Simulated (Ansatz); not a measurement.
# C2H6ClO2Y: up Jacob's ladder to CCSD(T)

The task here is to estimate one member of a computed series from the others.

Computed with Ansatz 0.2.0, Gaussian basis. Level: functionals in def2-TZVPP, the program's frozen cores in correlated methods.

The runs, in order: LDA (SPW92), PBE-D4, revPBE-D4, BLYP-D4, r2SCAN-D4, B97M-V, PBE0-D4, B3LYP-D4, r2SCANh-D4, r2SCAN0-D4, HSE06-D4, BHLYP-D4, CAM-B3LYP-D4, LC-ωPBE, ωB97X-V, ωB97M-V, B2PLYP, PBE-QIDH; CCSD(T)/def2-SVP; CCSD(T)/def2-TZVPP; MP2/def2-QZVPP; extrapolation to the limit; RPA on PBE.

## The geometry

The geometry comes from an earlier relaxation with PBE0-D4 in a triple-zeta def2 set; it is a stationary point, not always the lowest conformer. Y takes the def2 core potential; no spin-orbit term is included.

SMILES `C[O][Y]([Cl])[O]C`, 12 atoms, charge 0, spin multiplicity 1.

Atoms are counted from 1 here; the program's logs count them from 0.

Bond lengths: C1–O2 1.388 Å, C1–H7 1.097 Å, C1–H8 1.097 Å, C1–H9 1.097 Å, O2–Y3 2.004 Å, Y3–Cl4 2.498 Å, Y3–O5 2.004 Å, O5–C6 1.388 Å, C6–H10 1.097 Å, C6–H11 1.097 Å, C6–H12 1.097 Å. Angles: O2–C1–H7 111.1°, O2–C1–H8 111.0°, O2–C1–H9 111.3°, H7–C1–H8 107.6°, H7–C1–H9 107.9°, H8–C1–H9 107.8°, C1–O2–Y3 177.1°, O2–Y3–Cl4 120.9°, O2–Y3–O5 118.1°, Cl4–Y3–O5 121.0°, Y3–O5–C6 177.1°, O5–C6–H10 111.3°, O5–C6–H11 111.1°, O5–C6–H12 111.0°, H10–C6–H11 107.9°, H10–C6–H12 107.8°, H11–C6–H12 107.6°.

Set-up of the first run:

in.yaml reads:

```yaml
crystal:
  periodic: [false, false, false]
  atoms:
    - {symbol: C, position_ang: [-2.366166, 1.686726, 0.195533]}
    - {symbol: O, position_ang: [-1.394104, 0.800123, 0.638362]}
    - {symbol: Y, position_ang: [0.054919, -0.469929, 1.188807]}
    - {symbol: Cl, position_ang: [0.174999, -1.346445, 3.524448]}
    - {symbol: O, position_ang: [1.419110, -0.996694, -0.181275]}
    - {symbol: C, position_ang: [2.334881, -1.315920, -1.174513]}
    - {symbol: H, position_ang: [-2.528805, 2.490132, 0.924511]}
    - {symbol: H, position_ang: [-3.325434, 1.175994, 0.046067]}
    - {symbol: H, position_ang: [-2.080797, 2.148711, -0.758003]}
    - {symbol: H, position_ang: [2.254585, -0.630016, -2.027264]}
    - {symbol: H, position_ang: [3.362734, -1.263567, -0.794909]}
    - {symbol: H, position_ang: [2.171178, -2.334418, -1.547667]}
basis:
  gaussian: {orbitals: def2-TZVPP}
hamiltonian: {xc: lda}
output: {orbitals: {seedname: orbitals}}
```

Steps of the session up to this table: LDA; PBE-D4 (GGA); revPBE-D4 (GGA); BLYP-D4 (GGA); r2SCAN-D4 (meta-GGA); B97M-V (meta-GGA); PBE0-D4 (hybrid); B3LYP-D4 (hybrid); r2SCANh-D4 (hybrid); r2SCAN0-D4 (hybrid); HSE06-D4 (hybrid); BHLYP-D4 (hybrid); CAM-B3LYP-D4 (range-separated); LC-ωPBE (range-separated); ωB97X-V (range-separated); ωB97M-V (range-separated); B2PLYP (double hybrid); PBE-QIDH (double hybrid).

One of the session's tables, all rows but one given; the rest of the session is left out.

It belongs to the step «Orbital energies across the functionals». 

| functional | HOMO (eV) | LUMO (eV) | gap (eV) |
| --- | --- | --- | --- |
| LDA (SPW92) | -6.39 | -2.78 | 3.60 |
| PBE-D4 | -6.23 | -2.59 | 3.63 |
| revPBE-D4 | -6.16 | -2.47 | 3.69 |
| BLYP-D4 | -6.13 | -2.61 | 3.52 |
| r2SCAN-D4 | -6.53 | -2.16 | 4.37 |
| B97M-V | -6.62 | -2.46 | 4.17 |
| PBE0-D4 | -7.73 | -1.84 | 5.89 |
| B3LYP-D4 | -7.49 | -2.18 | 5.31 |
| r2SCANh-D4 | -7.09 | -1.92 | 5.17 |
| r2SCAN0-D4 | -7.95 | -1.58 | 6.37 |
| HSE06-D4 | ? | ? | ? |
| BHLYP-D4 | -9.17 | -1.30 | 7.87 |
| CAM-B3LYP-D4 | -9.16 | -1.12 | 8.04 |
| LC-ωPBE | -10.49 | 0.14 | 10.63 |
| ωB97X-V | -10.16 | -0.09 | 10.08 |
| ωB97M-V | -10.09 | -0.54 | 9.55 |

Estimate the missing values for HSE06-D4.

As computed: HOMO (eV): -7.32; LUMO (eV): -2.20; gap (eV): 5.12. In the column «HOMO (eV)» it lies between B3LYP-D4 (-7.49) and r2SCANh-D4 (-7.09).
